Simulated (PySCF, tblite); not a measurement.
# C₇H₄O₃: excited states, first hyperpolarisability

Wanted: excited states, first hyperpolarisability for C₇H₄O₃ (`O=CC1=CC(=O)C=CC1=O`).

Programs: tblite 0.8.0 and PySCF 2.14.0, with routines of our own; each step states its level. All values are computed. Atoms count from 0.

## (1) The system as given

14 atoms, charge 0, multiplicity 1; geometry from: force field or distance geometry start.

## (2) Geometry optimisation with GFN2-xTB

Job settings and geometry (Å):

```
{"job": {"kind": "relax", "xc": "GFN2-xTB", "basis": "xTB"}, "charge": 0, "multiplicity": 1}
O      2.897100    -1.283500    -0.088800
C      2.330500    -0.146200    -0.130700
C      0.887200    -0.109200    -0.040500
C      0.182600    -1.228400     0.048700
C     -1.268900    -1.107100     0.136700
O     -1.931600    -2.181300     0.222700
C     -1.933500     0.197300     0.089200
C     -1.219200     1.335800    -0.005000
C      0.245300     1.204100    -0.081300
O      0.890000     2.281800    -0.173900
H      2.954900     0.725200    -0.205600
H      0.696500    -2.189700     0.083900
H     -3.019100     0.205300     0.161500
H     -1.712400     2.295400    -0.039100
```

Started as:

```
$ OMP_NUM_THREADS=1 python excited_run.py task.json out
```

One launch serves the whole session: the jobs run in the order shown.

What it wrote:

```text
step      E/eV     max force
  0    -792.00396    5.238
  1    -792.17536    5.799
  2    -792.45913    1.409
  3    -792.49532    0.715
  4    -792.53371    0.544
  5    -792.54688    0.469
  6    -792.55786    0.288
  7    -792.56198    0.207
  8    -792.56420    0.103
  9    -792.56509    0.077
 10    -792.56587    0.082
 11    -792.56711    0.115
 12    -792.56854    0.150
 13    -792.56998    0.141
 14    -792.57123    0.101
 15    -792.57226    0.102
 16    -792.57295    0.068
 17    -792.57334    0.063
 18    -792.57358    0.056
 19    -792.57376    0.042
 20    -792.57391    0.031
 21    -792.57400    0.025
 22    -792.57407    0.023
 23    -792.57411    0.017
 24    -792.57413    0.008
```

Wall time 0.16 s (1 thread of Arm Neoverse V1, shared host).

Relaxation path:

```csv
step,energy from step 0 (eV),largest force (eV/Å)
0,0.0000,5.2376
1,-0.1714,5.7989
2,-0.4552,1.4093
3,-0.4914,0.7146
4,-0.5298,0.5444
5,-0.5429,0.4690
6,-0.5539,0.2883
7,-0.5580,0.2073
8,-0.5602,0.1026
9,-0.5611,0.0766
10,-0.5619,0.0817
11,-0.5631,0.1149
12,-0.5646,0.1503
13,-0.5660,0.1412
14,-0.5673,0.1009
15,-0.5683,0.1019
16,-0.5690,0.0679
17,-0.5694,0.0626
18,-0.5696,0.0559
19,-0.5698,0.0421
20,-0.5699,0.0311
21,-0.5700,0.0245
22,-0.5701,0.0228
23,-0.5702,0.0168
24,-0.5702,0.0082
```

Distances of close pairs at the start and the end, largest changes first:

```csv
bond,before (Å),after (Å),change (Å)
O0–C1,1.271,1.200,-0.071
C4–O5,1.265,1.213,-0.053
C8–O9,1.259,1.213,-0.047
C1–C2,1.447,1.485,+0.038
C1–H10,1.075,1.103,+0.028
C2–C8,1.462,1.488,+0.025
C2–C3,1.326,1.344,+0.019
C3–C4,1.459,1.477,+0.018
```

The end geometry stands in the next job.

## (3) Vibrational analysis with GFN2-xTB

Job settings and geometry (Å):

```
{"job": {"kind": "ir", "xc": "GFN2-xTB", "basis": "xTB"}, "charge": 0, "multiplicity": 1}
O      2.994043    -1.213556    -0.101042
C      2.375824    -0.184763    -0.123936
C      0.895321    -0.099730    -0.045779
C      0.143826    -1.209403     0.057421
C     -1.330491    -1.173947     0.137488
O     -1.997494    -2.182306     0.230264
C     -1.932668     0.173468     0.096427
C     -1.194692     1.281412    -0.006122
C      0.278840     1.253567    -0.086070
O      0.939420     2.266181    -0.178163
H      2.866990     0.798876    -0.206412
H      0.614874    -2.184257     0.085200
H     -3.011916     0.208555     0.154407
H     -1.642555     2.265430    -0.035848
```

What it wrote:

```text
mode    cm-1     km/mol
  1      44.8      3.14
  2      91.0     27.79
  3     141.9      0.87
  4     170.4      3.49
  5     216.5      0.29
  6     335.5      3.59
  7     343.2      0.97
  8     414.3     23.26
  9     442.7      5.47
 10     528.4      0.41
 11     565.3     12.05
 12     579.4      7.86
 13     723.2     12.43
 14     741.1      0.32
 15     772.6      8.43
 16     808.5      1.13
 17     890.6     60.17
 18     905.5     28.36
 19     939.7      0.24
 20     945.8      0.02
 21    1051.0      5.68
 22    1121.0     85.84
 23    1160.5      7.54
 24    1226.1    122.64
 25    1273.0     55.49
 26    1306.6      3.65
 27    1361.1     13.39
 28    1620.5      2.42
 29    1652.7     22.52
 30    1688.5     33.26
 31    1698.1    504.96
 32    1759.6    206.11
 33    2838.7     39.27
 34    3064.5      0.17
 35    3071.1      0.93
 36    3084.4      8.05
```

Run time: 0.45 s. Hardware: 1 thread of Arm Neoverse V1, shared host.

Which atoms move in the most intense modes:

```csv
cm⁻¹,km/mol,atoms
891,60.2,"H11 34 %, C3 13 %, C4 11 %"
1121,85.8,"H13 27 %, C2 21 %, H12 20 %"
1226,122.6,"C4 39 %, H12 24 %, C3 14 %"
1273,55.5,"C2 28 %, H11 25 %, C8 23 %"
1688,33.3,"C4 39 %, O5 26 %, C8 17 %, O9 12 %"
1698,505.0,"C8 42 %, O9 26 %, C4 19 %, O5 11 %"
1760,206.1,"C1 56 %, O0 39 %"
2839,39.3,H10 93 %
```

## (4) Excited states: TDA PBE0/def2-SVPD

Settings changed since step 3:

```diff
@@ -1,2 +1,2 @@
-{"job": {"kind": "ir", "xc": "GFN2-xTB", "basis": "xTB"}, "charge": 0, "multiplicity": 1}
+{"job": {"kind": "states", "xc": "PBE0", "basis": "def2-SVPD", "tda": true, "soc": true, "nstates": 6, "ntriplets": 4, "nquad": 4}, "charge": 0, "multiplicity": 1}
 O      2.994043    -1.213556    -0.101042
```

Method: TDA PBE0/def2-SVPD excited states, vertical, gas phase, spin-orbit mean-field couplings.

What it wrote:

```text
coarse grid: 13344 points
cycle   1  E = -493.4819589637  dE =  2.051e+00  |g| = 1.221e+00  |ddm| = 7.935e+00
cycle   2  E = -492.1247567432  dE =  1.357e+00  |g| = 2.867e+00  |ddm| = 7.402e+00
cycle   3  E = -493.7872925679  dE = -1.663e+00  |g| = 1.544e-01  |ddm| = 6.093e+00
cycle   4  E = -493.7908675826  dE = -3.575e-03  |g| = 1.023e-01  |ddm| = 5.899e-01
cycle   5  E = -493.7932292894  dE = -2.362e-03  |g| = 3.275e-02  |ddm| = 2.596e-01
cycle   6  E = -493.7934653490  dE = -2.361e-04  |g| = 1.206e-02  |ddm| = 7.192e-02
cycle   7  E = -493.7934972942  dE = -3.195e-05  |g| = 3.599e-03  |ddm| = 2.574e-02
cycle   8  E = -493.7934994692  dE = -2.175e-06  |g| = 1.588e-03  |ddm| = 6.766e-03
final grid: 133568 points
cycle   9  E = -493.8820289636  dE = -7.281e-06  |g| = 1.692e-02  |ddm| = 2.290e-01
cycle  10  E = -493.8818036790  dE =  2.253e-04  |g| = 3.761e-02  |ddm| = 8.022e-02
cycle  11  E = -493.8820858197  dE = -2.821e-04  |g| = 1.228e-03  |ddm| = 5.635e-02
cycle  12  E = -493.8820860812  dE = -2.615e-07  |g| = 5.879e-04  |ddm| = 2.950e-03
cycle  13  E = -493.8820861557  dE = -7.446e-08  |g| = 1.859e-04  |ddm| = 1.306e-03
cycle  14  E = -493.8820861635  dE = -7.792e-09  |g| = 7.338e-05  |ddm| = 4.569e-04
cycle  15  E = -493.8820861644  dE = -9.680e-10  |g| = 2.972e-05  |ddm| = 1.395e-04
converged SCF energy = -493.8820861644

Singlet excitations
state   eV       nm        f     d(h-e)  d(exc)  Lambda  PR(NTO)  |dmu|/D   mu/D   main configurations
  1   2.1058   588.8   0.00000   1.000   3.375   0.484   1.040    2.584    1.879   H->L 0.93
  2   2.6969   459.7   0.00000   0.980   3.188   0.485   1.044    1.799    3.173   H-1->L 0.87
  3   3.0797   402.6   0.00001   1.596   3.164   0.477   1.314    3.754    3.187   H-2->L 0.78, H->L+1 0.13
  4   3.8700   320.4   0.00596   0.151   3.064   0.693   1.052    0.354    3.075   H-3->L 0.92
  5   3.9406   314.6   0.00009   1.487   3.612   0.493   1.251                     H->L+1 0.79, H-2->L 0.11
  6   4.9572   250.1   0.00021   0.722   3.371   0.403   1.122                     H-1->L+1 0.53, H-2->L+1 0.37

Triplet excitations (Tamm-Dancoff)
state   eV     d(h-e)  d(exc)  Lambda  PR(NTO)   main configurations
  1   1.7192   0.478   3.193   0.483   1.094   H->L 0.81, H-1->L 0.11
  2   2.2024   0.467   3.072   0.482   1.110   H-1->L 0.74, H-2->L 0.15
  3   2.5953   1.322   2.885   0.478   1.568   H-2->L 0.58, H->L+1 0.26
  4   2.6176   0.401   2.806   0.742   1.064   H-3->L 0.51, H-4->L 0.41
S1 - T1 = 0.3866 eV

Spin-orbit couplings |<S|Hso|T>| (cm-1)
             T1       T2       T3       T4
S0       56.579   14.172   36.265    0.286
S1        0.696    1.250    5.205   11.054
S2        2.090    0.275    0.680   25.829
S3        5.643    1.645    0.689   13.574
S4        8.221    3.800    7.570    0.061
S5        3.859    0.714    0.113    3.023
S6        0.517    0.067    4.594    1.548
T1 sublevels (cm-1): 0.000 0.005 0.233   radiative rates (1/s): 0.000143 49.1 42.7
```

It took 47 s on 1 thread of Arm Neoverse V1, shared host; peak memory 0.93 GiB.

From this job:

```csv
quantity,value
S1 less T1,0.39 eV
```

## (5) First hyperpolarisability: quadratic response LC-wPBE/def2-SVPD

Settings changed since step 4:

```diff
@@ -1,2 +1,2 @@
-{"job": {"kind": "states", "xc": "PBE0", "basis": "def2-SVPD", "tda": true, "soc": true, "nstates": 6, "ntriplets": 4, "nquad": 4}, "charge": 0, "multiplicity": 1}
+{"job": {"kind": "beta", "xc": "LC-wPBE", "basis": "def2-SVPD", "wavelengths": [1064]}, "charge": 0, "multiplicity": 1}
 O      2.994043    -1.213556    -0.101042
```

With the program's defaults for keys left out, this is: quadratic response LC-wPBE/def2-SVPD first hyperpolarisability, Taylor convention, gas phase.

What it wrote:

```text
coarse grid: 13344 points
cycle   1  E = -493.5620839717  dE =  2.585e+00  |g| = 1.403e+00  |ddm| = 7.881e+00
cycle   2  E = -493.0637916257  dE =  4.983e-01  |g| = 2.251e+00  |ddm| = 6.054e+00
cycle   3  E = -493.9913025980  dE = -9.275e-01  |g| = 8.706e-02  |ddm| = 4.158e+00
cycle   4  E = -493.9934440752  dE = -2.141e-03  |g| = 5.087e-02  |ddm| = 4.318e-01
cycle   5  E = -493.9941071032  dE = -6.630e-04  |g| = 1.918e-02  |ddm| = 1.701e-01
cycle   6  E = -493.9942105447  dE = -1.034e-04  |g| = 7.829e-03  |ddm| = 7.382e-02
cycle   7  E = -493.9942292254  dE = -1.868e-05  |g| = 2.882e-03  |ddm| = 2.787e-02
cycle   8  E = -493.9942324122  dE = -3.187e-06  |g| = 1.193e-03  |ddm| = 1.205e-02
final grid: 133568 points
cycle   9  E = -494.0990942588  dE = -2.991e-05  |g| = 4.402e-03  |ddm| = 1.602e-01
cycle  10  E = -494.0990922027  dE =  2.056e-06  |g| = 5.973e-03  |ddm| = 2.598e-02
cycle  11  E = -494.0990990283  dE = -6.826e-06  |g| = 4.730e-04  |ddm| = 8.779e-03
cycle  12  E = -494.0990990912  dE = -6.291e-08  |g| = 2.281e-04  |ddm| = 2.167e-03
cycle  13  E = -494.0990991251  dE = -3.381e-08  |g| = 9.378e-05  |ddm| = 1.025e-03
cycle  14  E = -494.0990991286  dE = -3.593e-09  |g| = 2.907e-05  |ddm| = 3.166e-04
cycle  15  E = -494.0990991297  dE = -1.076e-09  |g| = 1.317e-05  |ddm| = 2.118e-04
cycle  16  E = -494.0990991299  dE = -1.615e-10  |g| = 5.729e-06  |ddm| = 6.938e-05
converged SCF energy = -494.0990991299

Lowest singlets (eV, f): 2.7630 0.0000  3.2770 0.0000  3.5487 0.0001

First hyperpolarisability (au)
process     nm      |vector|   parallel      HRS      DR
static         -       11.12      -3.77      13.04   1.696
shg       1064.0        2.12       1.25      12.15   1.499
eope      1064.0        7.96      -2.29          -       -
```

It took 72 s on 1 thread of Arm Neoverse V1, shared host; peak memory 0.97 GiB.

## (6) Summary of results

| quantity | value |
| --- | --- |
| strongest single infrared mode (GFN2-xTB) | 1698 cm⁻¹, 505 km/mol |
| zero-point energy (GFN2-xTB) | 56.6 kcal/mol |
| S1 less T1 (step 4, TDA PBE0/def2-SVPD) | 0.39 eV |
| β vector (step 5, quadratic response LC-wPBE/def2-SVPD) | static 11, SHG 1064.0 nm 2 au |

No mode is imaginary among the 36: a minimum at this level. The strongest single mode, at 1698 cm⁻¹, is spread over several atoms, C8, O9, C4, O5 among them. GFN2-xTB is a fitted tight-binding method: band positions and strengths are rough. Its intensities can rank the bands wrongly. In step 4, the number of triplets below S1 is 1, and the largest singlet-triplet spin-orbit coupling is S0–T1, 56.58 cm⁻¹.
